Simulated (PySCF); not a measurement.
**Ce(SH)3: other functionals and bases at one geometry**

An exercise on one series of results from a longer session: the logs are not shown, and one member is left open.

Program: PySCF 2.14.0. Level of theory: several levels, as the steps say, no spin–orbit coupling. These are calculated values, not measurements.

1 further run of the same task is left out (for a known fault of the program).

## Where the work starts

7 atoms, charge 0, spin multiplicity 1.

Bond lengths: Ce1–S2 2.692 Å, Ce1–S4 2.692 Å, Ce1–S6 2.692 Å, S2–H3 1.355 Å, S4–H5 1.355 Å, S6–H7 1.355 Å. Angles: S2–Ce1–S4 119.8°, S2–Ce1–S6 119.8°, S4–Ce1–S6 119.8°, Ce1–S2–H3 95.3°, Ce1–S4–H5 95.3°, Ce1–S6–H7 95.3°.

Coordinates:

```mol
CeH3S3
  3D, bonds by distance, orders not assigned

  7  6  0  0  0  0  0  0  0  0999 V2000
    0.0000    0.0000    0.8786 Ce  0  0
    2.6593   -0.4011    0.9872 S   0  0
    2.9830    0.9142    1.0116 H   0  0
   -0.9823    2.5036    0.9872 S   0  0
   -2.2832    2.1262    1.0116 H   0  0
   -1.6770   -2.1025    0.9872 S   0  0
   -0.6998   -3.0404    1.0116 H   0  0
  1  2  8  0
  1  4  8  0
  1  6  8  0
  2  3  8  0
  4  5  8  0
  6  7  8  0
M  END
```

Formal oxidation states: Ce +3. Each metal's 1 4f electrons lie in its core potential, so multiplicities, spins and levels count the valence alone. An earlier session relaxed this geometry at PBE0, Ce lcecp-1-SVP with ECP47, S def2-SVP, H def2-SVP (singlet, point group C3).

At PBE0 on the finer grid: E = -1227.975647 Eh, HOMO -7.25 eV, LUMO -2.43 eV, Mulliken charge on Ce1 +0.90 e, largest force component 0.010 eV/Å. 

Levels to run: M06-L; wB97X; PBE0, TZVP. Hardware: 2 threads of Arm Neoverse V1, shared host.

The first run:

Contents of run.py (the lines that set the calculation):

```python
mol = gto.M(atom='''
Ce     0.00000     0.00000     0.87860
S      2.65928    -0.40111     0.98719
H      2.98295     0.91417     1.01163
S     -0.98227     2.50356     0.98719
H     -2.28317     2.12622     1.01163
S     -1.67701    -2.10245     0.98719
H     -0.69978    -3.04040     1.01163''',
    basis={'Ce': 'lcecp-1-SVP', 'S': 'def2-SVP', 'H': 'def2-SVP'},
    ecp={'Ce': 'lcecp-1-SVP'},
    charge=0, spin=0)
mf = dft.RKS(mol, xc='M06L')
mf.grids.atom_grid = (75, 302)  # f atoms: unpruned, at least (60, 302)
mf = mf.density_fit()  # fitting sets: Ce AutoAux, S def2-universal-JKFIT, H def2-universal-JKFIT
mf.conv_tol = 1e-08; mf.max_cycle = 55
mf.kernel(dm0)  # dm0: the density of the relaxed state
```

Command:

```console
> OMP_NUM_THREADS=2 python run.py
```

Among the steps run: M06-L; wB97X; PBE0, TZVP.

One table of the session follows, with a row left open; its other results are not shown here.

```
              level  HOMO (eV)  gap (eV)  charge on Ce1 (e)  dipole (D)  largest force component (eV/Å)
PBE0 (relaxed here)      -7.25      4.82               0.90        0.64                            0.01
              M06-L          ?         ?                  ?           ?                               ?
              wB97X      -9.55      8.79               0.95        0.70                            0.15
         PBE0, TZVP      -7.32      4.90               1.30        0.66                            0.22
```

**Question.** Estimate the row for M06-L.

The run gave: HOMO (eV): -6.23; gap (eV): 4.01; charge on Ce1 (e): 1.11; dipole (D): 0.66; largest force component (eV/Å): 0.24. In the column «HOMO (eV)» it is the highest.

In one basis the HOMO–LUMO gap runs from 4.01 eV (M06-L) to 8.79 eV (wB97X). The largest leftover force, 0.24 eV/Å with M06-L, stands at a geometry relaxed at another level. With 4f in the core, its levels are missing from HOMO and gap, and its count is fixed, so no charge can pass from the ligands into it. Total energies of different levels can't be compared.
